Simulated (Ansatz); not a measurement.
# Si9Ge7: the cost of one run

Method: DFT PBEsol, scalar-relativistic, plane waves, PAW, in Ansatz 0.2.0.

That is the level of the relaxation; later steps name their own.

### Step 1. Starting point

It takes space group Cm (No. 8, monoclinic). Conventional cell: a = 13.459 Å, b = 7.770 Å, c = 6.414 Å, α = 90.00°, β = 90.00°, γ = 90.00°. Si (site symmetry 1) is surrounded by 1 Si at 2.38 Å and 3 Ge at 2.38 to 2.40 Å. Si (site symmetry m) is surrounded by 2 Ge at 2.38 to 2.40 Å and 2 Si at 2.38 Å. Si (site symmetry m) has 1 Ge at 2.38 Å and 3 Si at 2.38 to 2.40 Å as nearest neighbours. Ge (site symmetry m) is surrounded by 1 Si at 2.38 Å and 3 Ge at 2.38 to 2.40 Å. Around Ge (site symmetry m) lie 4 Ge at 2.38 to 2.40 Å. Around Si (site symmetry 1) lie 2 Ge at 2.38 Å and 2 Si at 2.38 to 2.40 Å. Around Ge (site symmetry 1) lie 2 Si at 2.38 to 2.40 Å and 2 Ge at 2.38 Å. Ge (site symmetry m) has 1 Ge at 2.38 Å and 3 Si at 2.38 to 2.40 Å as nearest neighbours. Only part of the 12 independent sites is listed.

Coordinates:

```
Si Ge
1.0
     0.00000    0.00000   -6.41388
    -3.88522   -6.72940    0.00000
    -3.88522    6.72940    0.00000
Si Ge
9 7
Cartesian
  -3.8852 4.4863 -6.0104
  -1.9426 1.1216 -6.0104
  -5.8278 1.1216 -6.0104
  -3.8852 -2.2431 -6.0104
  -3.8852 -4.4863 -2.8035
  -5.8278 -1.1216 -2.8035
  -3.8852 -2.2431 -3.6104
  -3.8852 -4.4863 -0.4034
  -5.8278 -1.1216 -0.4034
  -1.9426 -1.1216 -2.8035
  -3.8852 2.2431 -2.8035
  -3.8852 4.4863 -3.6104
  -1.9426 1.1216 -3.6104
  -5.8278 1.1216 -3.6104
  -1.9426 -1.1216 -0.4034
  -3.8852 2.2431 -0.4034
```

(A quick probe on a coarse mesh, which set the mesh and smearing, is not shown.)

### Step 3. Full relaxation

The input, input.yaml:

```yaml
crystal:
  lattice:
    - [0.0, 0.0, -6.41387698]
    - [-3.88521827, -6.72939545, 0.0]
    - [-3.88521828, 6.72939545, 0.0]
  atoms:
    - { symbol: Si, position: [0.93709875, 0.16666666, 0.83333333] }
    - { symbol: Si, position: [0.93709875, 0.16666666, 0.33333333] }
    - { symbol: Si, position: [0.93709875, 0.66666666, 0.83333333] }
    - { symbol: Si, position: [0.93709875, 0.66666666, 0.33333333] }
    - { symbol: Ge, position: [0.43709875, 0.33333334, 0.16666667] }
    - { symbol: Ge, position: [0.43709875, 0.33333334, 0.66666667] }
    - { symbol: Si, position: [0.43709875, 0.83333334, 0.16666667] }
    - { symbol: Si, position: [0.43709875, 0.83333334, 0.66666667] }
    - { symbol: Ge, position: [0.56290125, 0.16666666, 0.83333333] }
    - { symbol: Ge, position: [0.56290125, 0.16666666, 0.33333333] }
    - { symbol: Ge, position: [0.56290125, 0.66666666, 0.83333333] }
    - { symbol: Si, position: [0.56290125, 0.66666666, 0.33333333] }
    - { symbol: Ge, position: [0.06290125, 0.33333334, 0.16666667] }
    - { symbol: Ge, position: [0.06290125, 0.33333334, 0.66666667] }
    - { symbol: Si, position: [0.06290125, 0.83333334, 0.16666667] }
    - { symbol: Si, position: [0.06290125, 0.83333334, 0.66666667] }
basis:
  ecutwfc: 420
kpoints:
  mp_grid: { grid: [6, 6, 6] }
hamiltonian:
  xc: pbesol
scf:
  occupations: { method: gaussian, width: 0.01 }
output:
  forces: true
  stress: true
  eigenvalues: true
  write_density: true
  write_potential: true
  elf: true
  volumetric_format: npy
relax:
  adjacent_minimum: "off"
  f_tol: 0.005
  max_steps: 80
  cell: { stress_tol: 0.05 }
```

Command:

```sh
$ ansatz run input.yaml --threads 4 --pin off --max-ram 10240MiB --backend cpu --events-out ev --progress --plain --runs-dir out
```

What time and memory should one allow on 4 threads of Arm Neoverse N1, shared host?

About 13 min, with a peak of 1.8 GiB.
